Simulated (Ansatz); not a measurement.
# HfZr2Se6: the cost of one run

Method: DFT PBE, scalar-relativistic, plane waves, PAW, in Ansatz 0.2.0.

1 further run of the same task is left out (it didn't finish). Runs told in other sessions of the task aren't counted.

## (1) The starting structure

It takes space group R-3 (No. 148, trigonal). The conventional cell has a = 6.564 Å, b = 6.564 Å, c = 20.824 Å, α = 90.00°, β = 90.00°, γ = 120.00°. Zr (site symmetry 3) has 6 Se at 2.71 Å in its first shell of neighbours. Hf (site symmetry -3) has 6 Se at 2.69 Å in its first shell of neighbours. Around Se (site symmetry 1) lie 1 Hf at 2.69 Å and 2 Zr at 2.71 Å.

Structure file:

```cif
data_structure
_symmetry_space_group_name_H-M 'P 1'
_symmetry_Int_Tables_number 1
_cell_length_a 7.9085
_cell_length_b 7.9085
_cell_length_c 7.9085
_cell_angle_alpha 49.035
_cell_angle_beta 49.035
_cell_angle_gamma 49.035
_cell_volume 258.98
loop_
_atom_site_label
_atom_site_type_symbol
_atom_site_fract_x
_atom_site_fract_y
_atom_site_fract_z
_atom_site_occupancy
Zr1 Zr 0.33334 0.33334 0.33334 1
Zr2 Zr 0.66666 0.66666 0.66666 1
Hf1 Hf 0.00000 0.00000 0.00000 1
Se1 Se 0.25521 0.59293 0.92408 1
Se2 Se 0.59293 0.92408 0.25521 1
Se3 Se 0.92408 0.25521 0.59293 1
Se4 Se 0.07592 0.74479 0.40707 1
Se5 Se 0.40707 0.07592 0.74479 1
Se6 Se 0.74479 0.40707 0.07592 1
```

The start is the relaxed end of an invented cell (made as: elements ordered on the sites of the ZrSe2 type, Hf/Zr on Zr (R-3, No. 148)), taken up again for a closer look.

## (2) The guess as it stands, on a coarse mesh

input.yaml

```yaml
crystal:
  lattice:
    - [3.2817823, 1.8947379, 6.9414692]
    - [-3.2817823, 1.8947379, 6.9414692]
    - [0.0, -3.7894758, 6.9414692]
  atoms:
    - { symbol: Zr, position: [0.333336, 0.333336, 0.333336] }
    - { symbol: Zr, position: [0.666664, 0.666664, 0.666664] }
    - { symbol: Hf, position: [0.0, 0.0, 0.0] }
    - { symbol: Se, position: [0.255209, 0.592934, 0.924081] }
    - { symbol: Se, position: [0.592934, 0.924081, 0.255209] }
    - { symbol: Se, position: [0.924081, 0.255209, 0.592934] }
    - { symbol: Se, position: [0.075919, 0.744791, 0.407066] }
    - { symbol: Se, position: [0.407066, 0.075919, 0.744791] }
    - { symbol: Se, position: [0.744791, 0.407066, 0.075919] }
basis:
  ecutwfc: 420
kpoints:
  mp_grid: { grid: [3, 3, 3] }
hamiltonian:
  xc: pbe
scf:
  occupations: { method: gaussian, width: 0.1 }
  lower_state_search: "off"
output:
  forces: true
  stress: true
  eigenvalues: true
```

Launch:

```sh
$ ansatz run input.yaml --threads 4 --pin off --max-ram 8192MiB --backend cpu --events-out ev --progress --plain --runs-dir out
```

**Question.** How long does this run take on 4 threads of Intel Xeon Platinum 8259CL at 2.50GHz (Skylake/Cascade Lake), shared host, and how much memory does it need?

About 3.7 s, with a peak of 0.95 GiB.
